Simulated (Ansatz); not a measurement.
Relaxation of a periodic cell of 17 atoms, Mg8HO8 (host MgO, host structure Fm-3m, interstitial H), cell charge +1, to a largest force component of 0.08 eV/Å in at most 25 steps.

All numbers below come from Ansatz 0.2.0, DFT PBE, scalar-relativistic, plane waves, PAW. Settings: PAW set soft_1, cutoff 420 eV, k mesh 2x2x2, fermi-dirac smearing 0.02 eV, no spin polarisation.

```xyz
17
Lattice="0.0000 4.1930 4.1930 4.1930 0.0000 4.1930 4.1930 4.1930 0.0000" Properties=species:S:1:pos:R:3
Mg 0.000 0.000 0.000
O 2.096 2.096 2.096
Mg 2.096 2.096 0.000
O 4.193 4.193 2.096
Mg 2.096 0.000 2.096
O 4.193 2.096 4.193
Mg 4.193 2.096 2.096
O 6.290 4.193 4.193
Mg 0.000 2.096 2.096
O 2.096 4.193 4.193
Mg 2.096 4.193 2.096
O 4.193 6.290 4.193
Mg 2.096 2.096 4.193
O 4.193 4.193 6.290
Mg 4.193 4.193 4.193
O 6.290 6.290 6.290
H 3.167 5.266 3.120
```

Task: Where does it end, and by what steps?

Result: It converged. Limits of this set-up: coarse k mesh, a small cell, in which the defect meets its images, charged cell in a uniform background, uncorrected. After 10 steps the energy has fallen by 2.029 eV; H17 moved furthest, 0.77 Å. Parted: Mg15–H17 (1.83 → 2.62 Å). Joined: O16–H17 (1.80 → 0.98 Å).

```
step  energy less start (eV)  largest force component (eV/Å)  accepted
   0                  0.0000                           1.616       yes
   1                 -0.6183                           0.460       yes
   2                 -0.7009                           0.103       yes
   3                 -0.7133                           0.190       yes
   4                 -0.7331                           0.307       yes
   5                 -0.8329                           0.601       yes
   6                 -1.2886                           2.022       yes
   7                 -1.6115                           2.422       yes
   8                 -1.9673                           0.412       yes
   9                 -2.0246                           0.297       yes
  10                 -2.0290                           0.009       yes
```

```xyz
17
Lattice="0.0000 4.1930 4.1930 4.1930 0.0000 4.1930 4.1930 4.1930 0.0000" Properties=species:S:1:pos:R:3
Mg 0.026 -0.024 0.024
O 2.151 2.045 2.148
Mg 2.087 2.108 0.161
O 4.200 4.188 2.116
Mg 2.139 0.005 2.136
O 4.227 2.080 4.224
Mg 4.191 2.057 2.136
O 6.309 4.162 4.224
Mg 0.164 2.108 2.085
O 2.119 4.188 4.198
Mg 2.087 4.032 2.085
O 4.200 6.270 4.198
Mg 2.139 2.057 4.188
O 4.227 4.162 6.306
Mg 4.205 4.184 4.202
O 6.318 6.264 6.315
H 2.693 5.696 2.689
```

Whether the end is a true minimum wasn't checked by a vibrational analysis.

Time of the run: 40 s on 1 thread of Arm Neoverse V2, with other jobs on the host, peak memory 0.41 GiB.
